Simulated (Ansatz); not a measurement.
# TiAl: the cost of one run

Computed with Ansatz 0.2.0 (DFT LDA, scalar-relativistic, plane waves, PAW, unless a step's input says otherwise).

28 further runs of the same task are left out: 28 set aside as unsound or not needed. Runs told in other sessions of the task aren't counted.

## 1. The system as given

The structure is tetragonal, space group P4/mmm (No. 123). Conventional cell: a = 2.649 Å, b = 2.649 Å, c = 3.836 Å, α = 90.00°, β = 90.00°, γ = 90.00°. Ti (site symmetry 4/mmm) is surrounded by 4 Ti at 2.65 Å and 8 Al at 2.68 Å. Around Al (site symmetry 4/mmm) lie 4 Al at 2.65 Å and 8 Ti at 2.68 Å.

Structure file:

```cif
data_structure
_symmetry_space_group_name_H-M 'P4/mmm'
_symmetry_Int_Tables_number 123
_cell_length_a 2.6492
_cell_length_b 2.6492
_cell_length_c 3.8363
_cell_angle_alpha 90.000
_cell_angle_beta 90.000
_cell_angle_gamma 90.000
_cell_volume 26.92
loop_
_atom_site_label
_atom_site_type_symbol
_atom_site_symmetry_multiplicity
_atom_site_Wyckoff_symbol
_atom_site_fract_x
_atom_site_fract_y
_atom_site_fract_z
_atom_site_occupancy
Ti1 Ti 1 a 0.00000 0.00000 0.00000 1
Al1 Al 1 d 0.50000 0.50000 0.50000 1
```

## 2. Volume 13.462 Å³ an atom, total moment held at 1.000 muB a cell

input.yaml reads:

```yaml
crystal:
  lattice:
    - [2.6491813271, 0.0, 0.0]
    - [0.0, 2.6491813271, 0.0]
    - [0.0, 0.0, 3.8363322385]
  atoms:
    - { symbol: Ti, position: [0.0, 0.0, 0.0], spin: 1.0 }
    - { symbol: Al, position: [0.5, 0.5, 0.5] }
basis:
  ecutwfc: 520.0
kpoints:
  mp_grid: { grid: [18, 18, 12] }
hamiltonian:
  xc: lda
  pseudopotentials: { kind: paw, azcp: { folder: soft_1 } }
scf:
  occupations: { method: gaussian, width: 0.15 }
  lower_state_search: "off"
output:
  forces: true
  stress: true
  eigenvalues: true
  populations: true
magnetization:
  spin_polarized: true
  initial_magnetization: 1.0
  spin_locking: { lock_magnetization: hard }
```

On the command line:

```console
ansatz run input.yaml --threads 2 --pin off --max-ram 4096MiB --backend cpu --events-out ev --progress --plain --runs-dir out
```

**Question.** How long does this run take on 2 threads of Arm Neoverse N1, shared host, and how much memory does it need?

About 22 s, with a peak of 0.52 GiB.
